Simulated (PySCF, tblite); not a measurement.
**C8H9ClSi: geometry, infrared bands and NMR shifts**

Wanted: the infrared bands and NMR shifts of C8H9ClSi (`C#CCC1=C[SiH2]C=C(Cl)C1`), by calculation.

Computed with tblite 0.8.0 and PySCF 2.14.0, with density-fitted response routines of our own, on a single molecule in the gas phase. Atoms are numbered from 0 throughout.

## (1) The molecule as given

19 atoms, charge 0, multiplicity 1; geometry from: force field or distance geometry start.

Bonds of the start (Å): C0–C1 1.20, C1–C2 1.47, C2–C3 1.50, C3–C4 1.32, C4–Si5 1.87, Si5–C6 1.87, C6–C7 1.35, C7–Cl8 1.77, C7–C9 1.46, C9–C3 1.50, C0–H10 1.07, C2–H11 1.11, C2–H12 1.11, C4–H13 1.09, Si5–H14 1.46, Si5–H15 1.44, C6–H16 1.07, C9–H17 1.12, C9–H18 1.11.

## (2) Geometry optimisation with GFN2-xTB

Job settings and geometry (Å):

```
{"job": {"kind": "relax", "xc": "GFN2-xTB", "basis": "xTB"}, "charge": 0, "multiplicity": 1}
C      3.098900     0.070200     1.547100
C      2.528400    -0.190400     0.518500
C      1.842100    -0.543000    -0.728000
C      0.373700    -0.238900    -0.606100
C     -0.162600     0.632800    -1.432600
Si    -1.995600     0.932300    -1.193500
C     -2.221900     0.706800     0.647600
C     -1.380200    -0.194900     1.199000
Cl    -1.547000    -0.468500     2.941000
C     -0.386300    -0.962400     0.462700
H      3.591800     0.327900     2.462800
H      2.018500    -1.600700    -1.003100
H      2.278100     0.092400    -1.522300
H      0.400100     1.146800    -2.215400
H     -2.263000     2.318800    -1.562100
H     -2.821500    -0.031100    -1.871400
H     -2.953200     1.248900     1.211100
H      0.371300    -1.373700     1.183000
H     -0.781500    -1.863900    -0.045800
```

The run is started by

```
$ OMP_NUM_THREADS=1 python probes_run.py task.json out
```

The driver reads the jobs from task.json and runs them one after another.

**Question.** This job is followed by: GFN2-xTB harmonic vibrations, gas phase; GIAO PBE0/pcSseg-1 NMR shielding, non-relativistic, gas phase. What will the session give for the following? strongest single infrared mode (GFN2-xTB); zero-point energy (GFN2-xTB); 13C shifts against TMS (PBE0/pcSseg-1); 1H shifts against TMS (PBE0/pcSseg-1, means over atoms taken as alike); 29Si shifts against TMS (PBE0/pcSseg-1); 35Cl shifts against HCl (PBE0/pcSseg-1).

As calculated:

```
                                                              quantity                                                   value
                             strongest single infrared mode (GFN2-xTB)                                   2194 cm⁻¹, 413 km/mol
                                          zero-point energy (GFN2-xTB)                                           84.5 kcal/mol
                                13C shifts against TMS (PBE0/pcSseg-1)  160.6, 158.2, 120.8, 120.5, 86.1, 78.0, 43.9, 35.3 ppm
1H shifts against TMS (PBE0/pcSseg-1, means over atoms taken as alike)                  6.20, 5.93, 4.80, 3.41, 3.05, 1.57 ppm
                               29Si shifts against TMS (PBE0/pcSseg-1)                                               -65.4 ppm
                               35Cl shifts against HCl (PBE0/pcSseg-1)                                                 340 ppm
```

**Reading.** Relaxing lowered the energy by 0.312 eV in 102 steps; the close pair that moved most is C7–C9, from 1.456 to 1.492 Å. All 51 modes are real, so the xTB geometry is a minimum. The strongest single mode, at 2194 cm⁻¹, moves mainly H15. Unscaled tight-binding wavenumbers are off by several per cent, some by more. Its intensities can rank the bands wrongly. At PBE0/pcSseg-1: Shielding is most anisotropic at Cl8 (span 590 ppm, paramagnetic term -536 ppm).
